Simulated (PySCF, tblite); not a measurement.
# C₉H₁₄Si: geometry, infrared bands and NMR shifts

What infrared bands and NMR shifts should C₉H₁₄Si (`CC(C)(C)C#CC1=CC[SiH2]1`) show?

Programs: tblite 0.8.0 and PySCF 2.14.0, with density-fitted response routines of our own. Each step states its level of theory. These are calculated values for one molecule in the gas phase, unless marked as measured. Atoms are numbered from 0 throughout.

## (1) Starting geometry

24 atoms, charge 0, multiplicity 1; geometry from: force field or distance geometry start.

Bonds of the start (Å): C0–C1 1.52, C1–C2 1.55, C1–C3 1.53, C1–C4 1.48, C4–C5 1.20, C5–C6 1.55, C6–C7 1.35, C7–C8 1.54, C8–Si9 1.89, Si9–C6 1.85, C0–H10 1.11, C0–H11 1.09, C0–H12 1.10, C2–H13 1.09, C2–H14 1.08, C2–H15 1.11, C3–H16 1.10, C3–H17 1.09, C3–H18 1.10, C7–H19 1.09, C8–H20 1.10, C8–H21 1.09, Si9–H22 1.50, Si9–H23 1.49.

## (2) Relaxing the molecule with GFN2-xTB

The job: settings as JSON, then the geometry in Å.

```
{"job": {"kind": "relax", "xc": "GFN2-xTB", "basis": "xTB"}, "charge": 0, "multiplicity": 1}
C     -2.550700     1.375100    -0.278500
C     -2.012500     0.017600     0.147400
C     -2.351900    -0.242100     1.633100
C     -2.623100    -1.083400    -0.723000
C     -0.537800     0.002200     0.004200
C      0.651500    -0.004200    -0.138900
C      2.187100    -0.009900    -0.315000
C      2.968900    -0.000900    -1.414400
C      4.380100    -0.026900    -0.796800
Si     3.573200    -0.039300     0.917100
H     -3.652200     1.415900    -0.172300
H     -2.322100     1.586900    -1.324500
H     -2.139500     2.191500     0.334400
H     -1.926900     0.531600     2.277800
H     -1.978700    -1.197300     1.974900
H     -3.448900    -0.236700     1.795200
H     -3.712700    -1.107600    -0.614800
H     -2.384200    -0.947600    -1.774200
H     -2.244000    -2.077100    -0.425400
H      2.679700     0.010900    -2.468000
H      4.984900     0.868800    -0.985600
H      4.973800    -0.911500    -1.009800
H      3.753000     1.225800     1.704200
H      3.721200    -1.322100     1.660400
```

Run with:

```
OMP_NUM_THREADS=1 python probes_run.py task.json out
```

This one command runs all jobs of the session in turn.

**Question.** This job is followed by: GFN2-xTB harmonic vibrations, gas phase; GIAO PBE0/pcSseg-1 NMR shielding, non-relativistic, gas phase. Predict these results of the whole session: strongest single infrared mode (GFN2-xTB); zero-point energy (GFN2-xTB); 13C shifts against TMS (PBE0/pcSseg-1, means over atoms taken as alike); 1H shifts against TMS (PBE0/pcSseg-1, means over atoms taken as alike); 29Si shifts against TMS (PBE0/pcSseg-1).

As calculated:

| quantity | value |
| --- | --- |
| strongest single infrared mode (GFN2-xTB) | 2255 cm⁻¹, 522 km/mol |
| zero-point energy (GFN2-xTB) | 121.8 kcal/mol |
| 13C shifts against TMS (PBE0/pcSseg-1, means over atoms taken as alike) | 163.5, 135.8, 110.9, 85.0, 32.9, 28.9, 18.5 ppm |
| 1H shifts against TMS (PBE0/pcSseg-1, means over atoms taken as alike) | 7.14, 5.02, 1.90, 1.29 ppm |
| 29Si shifts against TMS (PBE0/pcSseg-1) | -35.6 ppm |

**Reading.** Over 47 steps the energy fell by 0.517 eV; of the close pairs, C5–C6 changed most, 1.546 to 1.397 Å. All 66 modes are real, so the xTB geometry is a minimum. The strongest single mode, at 2255 cm⁻¹, moves mainly H22 and H23. GFN2-xTB is a fitted tight-binding method: band positions and strengths are rough. Its intensities can rank the bands wrongly. The most deshielded hydrogen is H19 (hydrogen on an alkene CH), at 7.14 ppm: olefinic region. At PBE0/pcSseg-1: The widest tensor belongs to C5: span 248 ppm, with a paramagnetic part of -145 ppm.
